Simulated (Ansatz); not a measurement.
**C3H5Al: up Jacob's ladder to CCSD(T)**

The task here is to estimate one member of a computed series from the others.

The runs use Ansatz 0.2.0, Gaussian basis; functionals in def2-TZVPP, the program's frozen cores in correlated methods.

Levels to be run: LDA (SPW92), PBE-D4, revPBE-D4, BLYP-D4, r2SCAN-D4, B97M-V, PBE0-D4, B3LYP-D4, r2SCANh-D4, r2SCAN0-D4, HSE06-D4, BHLYP-D4, CAM-B3LYP-D4, LC-ωPBE, ωB97X-V, ωB97M-V, B2PLYP, PBE-QIDH; CCSD(T)/def2-SVP; CCSD(T)/def2-TZVPP; MP2/def2-QZVPP; extrapolation to the limit; RPA on PBE.

### Structure used throughout

An earlier PBE0-D4 in a triple-zeta def2 set relaxation fixed the geometry.

9 atoms, charge 0, spin multiplicity 1.

Atoms are counted from 1 here; the program's logs count them from 0.

Bond lengths: C1–Al2 1.939 Å, C1–H5 1.092 Å, C1–H6 1.094 Å, C1–H7 1.092 Å, Al2–C3 1.855 Å, Al2–C4 1.855 Å, C3–C4 1.369 Å, C3–H8 1.089 Å, C4–H9 1.089 Å. Angles: Al2–C1–H5 111.3°, Al2–C1–H6 110.0°, Al2–C1–H7 111.4°, H5–C1–H6 107.7°, H5–C1–H7 108.6°, H6–C1–H7 107.7°, C1–Al2–C3 158.3°, C1–Al2–C4 158.4°, C3–Al2–C4 43.3°, Al2–C3–C4 68.3°, Al2–C3–H8 164.5°, C4–C3–H8 127.1°, Al2–C4–C3 68.3°, Al2–C4–H9 164.5°, C3–C4–H9 127.1°.

Set-up of the first run:

Contents of in.yaml:

```yaml
crystal:
  periodic: [false, false, false]
  atoms:
    - {symbol: C, position_ang: [-0.608103, 1.421072, -1.105319]}
    - {symbol: Al, position_ang: [0.030724, -0.029569, 0.011079]}
    - {symbol: C, position_ang: [0.301144, -1.772517, 0.584518]}
    - {symbol: C, position_ang: [0.870338, -0.866046, 1.437645]}
    - {symbol: H, position_ang: [-0.669835, 1.118827, -2.152972]}
    - {symbol: H, position_ang: [-1.609751, 1.724997, -0.787988]}
    - {symbol: H, position_ang: [0.042406, 2.295302, -1.033407]}
    - {symbol: H, position_ang: [0.307780, -2.857758, 0.678347]}
    - {symbol: H, position_ang: [1.423898, -1.080409, 2.350996]}
basis:
  gaussian: {orbitals: def2-TZVPP}
hamiltonian: {xc: lda}
output: {orbitals: {seedname: orbitals}}
```

Started as:

```sh
> ansatz run in.yaml --threads 2 --pin off --events-out ev --progress --plain --max-ram 4352MiB
```

Among the steps run: LDA; PBE-D4 (GGA); revPBE-D4 (GGA); BLYP-D4 (GGA); r2SCAN-D4 (meta-GGA); B97M-V (meta-GGA); B3LYP-D4 (hybrid); r2SCANh-D4 (hybrid); r2SCAN0-D4 (hybrid); HSE06-D4 (hybrid); BHLYP-D4 (hybrid); CAM-B3LYP-D4 (range-separated); LC-ωPBE (range-separated); ωB97X-V (range-separated); ωB97M-V (range-separated); B2PLYP (double hybrid); PBE-QIDH (double hybrid).

One table of the session follows, with a row left open; its other results are not shown here.

| functional | HOMO (eV) | gap (eV) |
| --- | --- | --- |
| LDA (SPW92) | -5.16 | 3.95 |
| PBE-D4 | -5.07 | 4.03 |
| revPBE-D4 | ? | ? |
| BLYP-D4 | -4.96 | 3.97 |
| r2SCAN-D4 | -5.28 | 4.68 |
| B97M-V | -5.34 | 4.45 |
| PBE0-D4 | -6.24 | 5.98 |
| B3LYP-D4 | -6.06 | 5.52 |
| r2SCANh-D4 | -5.72 | 5.36 |
| r2SCAN0-D4 | -6.38 | 6.38 |
| HSE06-D4 | -5.84 | 5.21 |
| BHLYP-D4 | -7.35 | 7.75 |
| CAM-B3LYP-D4 | -7.59 | 8.15 |
| LC-ωPBE | -8.90 | 10.62 |
| ωB97X-V | -8.58 | 10.12 |
| ωB97M-V | -8.42 | 9.57 |

Q: Estimate the row for revPBE-D4 from the others.

As computed: HOMO (eV): -5.03; gap (eV): 4.08. In the column «HOMO (eV)» it lies between PBE-D4 (-5.07) and BLYP-D4 (-4.96).
